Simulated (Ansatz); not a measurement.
Below is the output of a Python script on Ansatz's Python interface that makes a ladder of methods at one geometry of CH6O2Si, SMILES OC(O)[SiH3]. Write a script that gives it. Settings (for the species named): LDA, def2-SVP basis, multiplicity 1. The script varies functional: lda, pbe0, revpbe, lc_wpbe.

```xyz
10

O    -0.7108    0.1794   -1.5092
C    -0.3409    0.4778   -0.1853
O     0.5416    1.5737   -0.3038
Si    0.3361   -1.0315    0.8017
H    -1.2925    0.9910   -1.7864
H    -1.2125    0.8690    0.3582
H     1.4122    1.2036   -0.6760
H    -0.7344   -2.0951    0.8208
H     0.5662   -0.6421    2.2542
H     1.5180   -1.5770    0.2287
```

```console
$ python methods_ch6o2si.py
functional    E (Ha)        dipole (D)   HOMO (eV)  LUMO (eV)
lda           -478.744365     0.343      -6.013     -0.396
pbe0          -481.046950     0.226      -7.678      0.721
revpbe        -481.257304     0.330      -5.851     -0.072
lc_wpbe       -481.180000     0.186     -10.469      3.022
```

One script that gives this output:

`methods_ch6o2si.py`:
```python
# -*- coding: utf-8 -*-
"""One geometry of CH6O2Si, method by method."""

from pathlib import Path

import ansatz as az
import numpy as np

GEOMETRY = """
O    -0.71080    0.17940   -1.50920
C    -0.34090    0.47780   -0.18530
O     0.54160    1.57370   -0.30380
Si    0.33610   -1.03150    0.80170
H    -1.29250    0.99100   -1.78640
H    -1.21250    0.86900    0.35820
H     1.41220    1.20360   -0.67600
H    -0.73440   -2.09510    0.82080
H     0.56620   -0.64210    2.25420
H     1.51800   -1.57700    0.22870
"""

molecule = az.Crystal.molecule()
for line in GEOMETRY.strip().splitlines():
    symbol, *xyz = line.split()
    molecule = molecule.atom(symbol, [float(v) for v in xyz])

job = molecule.calculation().basis(gaussian="def2-SVP")

print("functional    E (Ha)        dipole (D)   HOMO (eV)  LUMO (eV)")
for name in ["lda", "pbe0", "revpbe", "lc_wpbe"]:
    r = job.functional(name).forces().orbitals().run(threads=1, runs_dir="runs").report
    lines = Path(r["orbitals_path"]).read_text().splitlines()
    field_of = lambda key: [line.split("=")[1].strip() for line in lines if line.startswith(key)]
    orbitals = [(27.211386 * float(e), s, float(n)) for e, s, n in zip(field_of("Ene="), field_of("Spin="), field_of("Occup="))]
    homo = max(e for e, _, n in orbitals if n > 0.5)
    lumo = min(e for e, _, n in orbitals if n < 0.5)
    dipole = 4.803205 * np.linalg.norm(r["charge_distribution"]["dipole_moment_e_ang"])
    print(f"{name:10s} {r['free_energy_ev'] / 27.211386246:14.6f} {dipole:9.3f} {homo:11.3f} {lumo:10.3f}")
```

Total energies depend on the basis set; only differences at equal settings carry meaning. The geometry is a force-field or estimated start, not a minimum of this method, and the basis set is short of its limit. A lower total doesn't mark the better method: functionals have no common bound, and MP2 and coupled cluster aren't variational. Levels such as HOMO and LUMO are orbital energies: with these approximate functionals they aren't the ionisation energy and electron affinity, and their gap isn't the fundamental gap. It ran for 11 s on 1 thread of Arm Neoverse V1, with other jobs on the host, peak memory 0.23 GiB.
